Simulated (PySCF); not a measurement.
# One shape, several levels: AgF (SMILES [F][Ag])

We compute a comparison of 3 runs (HF/3-21G, PBE0/def2-SVP, PBE/def2-TZVP) of AgF. Input form: a Python script.

The results are computed with PySCF 2.14.0.

## (1) Starting point

The species is AgF (2 atoms), meant as a singlet with charge 0. SMILES: `[F][Ag]`. Geometry: relaxed at PBE0-D4/def2-TZVP.

Bond lengths: F1–Ag2 1.986 Å.

## (2) Energy and forces at HF/3-21G (run 1)

calc.py

```python
from pyscf import gto

mol = gto.Mole()
mol.atom = [
    ('F', (0.860000, -0.334300, 0.425600)),
    ('Ag', (-0.830500, 0.274100, -0.421500)),
]
mol.basis = '3-21g'
mol.verbose = 4
mol.max_memory = 1860
mol.charge = 0
mol.build()

myscf = mol.RHF()
myscf.conv_tol = 1e-10
myscf.kernel()
if not myscf.converged:
    myscf = myscf.newton().run(myscf.mo_coeff, myscf.mo_occ)

energy = myscf.e_tot
print('E(%s) = %.9f' % ('HF', energy))
grad = myscf.nuc_grad_method().kernel()
myscf.analyze()
```

Command:

```sh
$ OMP_NUM_THREADS=1 python calc.py
```

Standard output:

```text
PySCF version 2.14.0

[... 74 lines left out ...]
DFT Exchange-Correlation Energy =     -153.877432447293813
[... 10 lines left out ...]
MO #9   energy= -21.6095330371439  occ= 2
[... 8 lines left out ...]
MO #18  energy= -2.56204259841154  occ= 2
[... 8 lines left out ...]
MO #27  energy= -0.394709198859904 occ= 2
[... 8 lines left out ...]
MO #36  energy= 0.421484301296501  occ= 0
[... 8 lines left out ...]
MO #45  energy= 3.94633999252355   occ= 0
[... 50 lines left out ...]
Dipole moment(X, Y, Z, Debye): -5.94310,  2.13888, -2.97805
```

Wall time 1.9 s (1 thread of Intel Xeon at 2.70GHz, shared host); peak memory 0.12 GiB.

## (3) Energy and forces at PBE0/def2-SVP (core potential) (run 2)

job.py

```python
import pyscf.grad
from pyscf import gto, dft

mol = gto.Mole()
mol.atom = 'F 0.860000 -0.334300 0.425600; Ag -0.830500 0.274100 -0.421500'
mol.ecp = {'Ag': 'def2-svp'}
mol.max_memory = 1860
mol.verbose = 4
mol.basis = 'def2-svp'
mol.charge = 0
mol.build()

ks = dft.RKS(mol)
ks.xc = 'pbe0'
ks.conv_tol = 1e-10
ks.grids.level = 5
ks.kernel()
if not ks.converged:
    ks = ks.newton().run(ks.mo_coeff, ks.mo_occ)

e_tot = ks.e_tot
print('Final energy', e_tot)
grad = ks.Gradients().kernel()
ks.analyze()
```

Command:

```sh
$ OMP_NUM_THREADS=1 python job.py
```

Standard output:

```text
PySCF version 2.14.0

[... 81 lines left out ...]
Total Energy =                        -246.594480707905149
[... 11 lines left out ...]
MO #5   energy= -2.37471464504301  occ= 2
[... 9 lines left out ...]
MO #15  energy= -0.113329141850087 occ= 0
[... 9 lines left out ...]
MO #25  energy= 0.47910903214878   occ= 0
[... 9 lines left out ...]
MO #35  energy= 2.57931018217976   occ= 0
[... 9 lines left out ...]
MO #45  energy= 53.7538391960773   occ= 0
[... 50 lines left out ...]
Dipole moment(X, Y, Z, Debye): -4.56962,  1.64457, -2.28981
```

It took 7.5 s on 1 thread of Intel Xeon at 2.70GHz, shared host; peak memory 0.47 GiB.

## (4) Energy and forces at PBE/def2-TZVP (core potential) (run 3)

job.py

```python
import pyscf.grad
from pyscf import gto, dft

mol = gto.M(
    atom=[
    ('F', (0.860000, -0.334300, 0.425600)),
    ('Ag', (-0.830500, 0.274100, -0.421500)),
],
    ecp={'Ag': 'def2-svp'},
    basis='def2-tzvp',
    verbose=4,
    max_memory=1860,
    charge=0,
)

calc0 = dft.RKS(mol, xc='pbe')
calc0.conv_tol = 1e-10
calc0.grids.level = 5
calc0.kernel()
if not calc0.converged:
    calc0 = calc0.newton().run(calc0.mo_coeff, calc0.mo_occ)

etot = calc0.e_tot
print('Final energy', etot)
grad = calc0.Gradients().kernel()
calc0.analyze()
```

Command:

```sh
$ OMP_NUM_THREADS=1 python job.py
```

Standard output:

```text
PySCF version 2.14.0

[... 103 lines left out ...]
MO #1   energy= -24.1527000799253  occ= 2
[... 13 lines left out ...]
MO #15  energy= -0.154031291184289 occ= 0
[... 13 lines left out ...]
MO #29  energy= 0.649522393425701  occ= 0
[... 13 lines left out ...]
MO #43  energy= 2.0700114308048    occ= 0
[... 13 lines left out ...]
MO #57  energy= 6.81744714424035   occ= 0
[... 13 lines left out ...]
MO #71  energy= 110.634167723117   occ= 0
[... 76 lines left out ...]
Dipole moment(X, Y, Z, Debye): -4.34954,  1.56537, -2.17953
```

It took 15 s on 1 thread of Intel Xeon at 2.70GHz, shared host; peak memory 0.69 GiB.

## (5) Overview of the runs

```csv
run,level,core potential,integration grid,energy (Eh),dipole moment (D),HOMO energy (eV),LUMO energy (eV),wall time
1,HF/3-21G,–,–,-5272.382511,6.98,-9.98,-0.18,1.9 s
2,PBE0/def2-SVP (core potential),def2-svp,5,-246.594481,5.37,-7.73,-3.08,7.5 s
3,PBE/def2-TZVP (core potential),def2-svp,5,-246.782509,5.11,-6.52,-4.19,15 s
```

## (6) Results

| quantity | value |
| --- | --- |
| run 3: total energy | -246.78251 Eh |
| run 3: dipole moment | 5.11 D |
| run 3: HOMO energy | -6.52 eV |
| run 3: LUMO energy | -4.19 eV |
| run 3: HOMO–LUMO gap | 2.33 eV |
| run 3: largest force on an atom | 0.094 eV/Å |

The dipole moment (its size) runs from 5.11 D (PBE/def2-TZVP) to 6.98 D (HF/3-21G). The two ends differ in method and basis and core potential. The HOMO–LUMO gap runs from 2.33 eV (PBE/def2-TZVP) to 9.80 eV (HF/3-21G). Totals of different functionals can't be ranked against each other. Some runs of one species differ in core potentials or relativity; totals across that change don't compare. In run 1 relativity is left out where basis or elements ask for it. All runs together took 24 s, the longest 15 s.
